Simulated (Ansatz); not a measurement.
# C2H7AlB2ClN: the cost of one run

Program: Ansatz 0.2.0. Level of theory: RKS PBE0/cc-pVDZ. These are calculated values, not measurements.

### Step 1. The starting structure

Bond lengths: Al1–B2 2.075 Å, B2–C3 1.572 Å, C3–Cl4 1.770 Å, B2–N5 1.536 Å, N5–B6 1.598 Å, N5–C7 1.444 Å, B6–C7 1.535 Å, Al1–H8 1.532 Å, Al1–H9 1.662 Å, C3–H10 1.142 Å, C3–H11 1.134 Å, B6–H12 1.196 Å, C7–H13 1.097 Å, C7–H14 1.146 Å. Angles (14 of 24 angles, heavy atoms first): Al1–B2–C3 115.2°, Al1–B2–N5 120.4°, C3–B2–N5 119.6°, B2–C3–Cl4 113.7°, B2–N5–B6 108.3°, B2–N5–C7 110.5°, B6–N5–C7 60.4°, N5–B6–C7 54.9°, N5–C7–B6 64.8°, B2–Al1–H8 121.5°, B2–Al1–H9 116.7°, B2–C3–H10 110.2°, B2–C3–H11 109.8°, Cl4–C3–H10 107.7°.

Structure file:

```xyz
14

Al   -1.3806   -1.8114    0.4232
B     0.0515   -0.4131   -0.1227
C     1.4417   -1.0108   -0.5501
Cl    1.5497   -1.3962   -2.2747
N    -0.3710    0.9708   -0.6383
B     0.5840    2.0667    0.0250
C    -0.8652    1.7864    0.4463
H    -1.0157   -3.2815    0.6530
H    -2.9339   -1.2524    0.6141
H     2.2793   -0.2739   -0.3067
H     1.6711   -1.9321    0.0696
H     1.6487    2.5982    0.1484
H    -1.0505    1.3420    1.4319
H    -1.6220    2.5780    0.1097
```

### Step 2. End point A

input.yaml reads:

```yaml
crystal:
  periodic: [false, false, false]
  atoms:
    - { symbol: Al, position_ang: [-1.3806, -1.8114, 0.4232] }
    - { symbol: B, position_ang: [0.0515, -0.4131, -0.1227] }
    - { symbol: C, position_ang: [1.4417, -1.0108, -0.5501] }
    - { symbol: Cl, position_ang: [1.5497, -1.3962, -2.2747] }
    - { symbol: "N", position_ang: [-0.371, 0.9708, -0.6383] }
    - { symbol: B, position_ang: [0.584, 2.0667, 0.025] }
    - { symbol: C, position_ang: [-0.8652, 1.7864, 0.4463] }
    - { symbol: H, position_ang: [-1.0157, -3.2815, 0.653] }
    - { symbol: H, position_ang: [-2.9339, -1.2524, 0.6141] }
    - { symbol: H, position_ang: [2.2793, -0.2739, -0.3067] }
    - { symbol: H, position_ang: [1.6711, -1.9321, 0.0696] }
    - { symbol: H, position_ang: [1.6487, 2.5982, 0.1484] }
    - { symbol: H, position_ang: [-1.0505, 1.342, 1.4319] }
    - { symbol: H, position_ang: [-1.622, 2.578, 0.1097] }
basis:
  gaussian: { orbitals: cc-pVDZ }
hamiltonian:
  xc: pbe0
relax:
  f_tol: 0.015
  max_steps: 40
```

Command:

```
$ ansatz run input.yaml --threads 2 --pin off --max-ram 3072MiB --backend cpu --events-out ev --progress --plain --runs-dir out
```

What time and memory should one allow on 2 threads of Intel Xeon Platinum 8259CL at 2.50GHz (Skylake/Cascade Lake), shared host?

About 4.7 min, with a peak of 0.47 GiB.
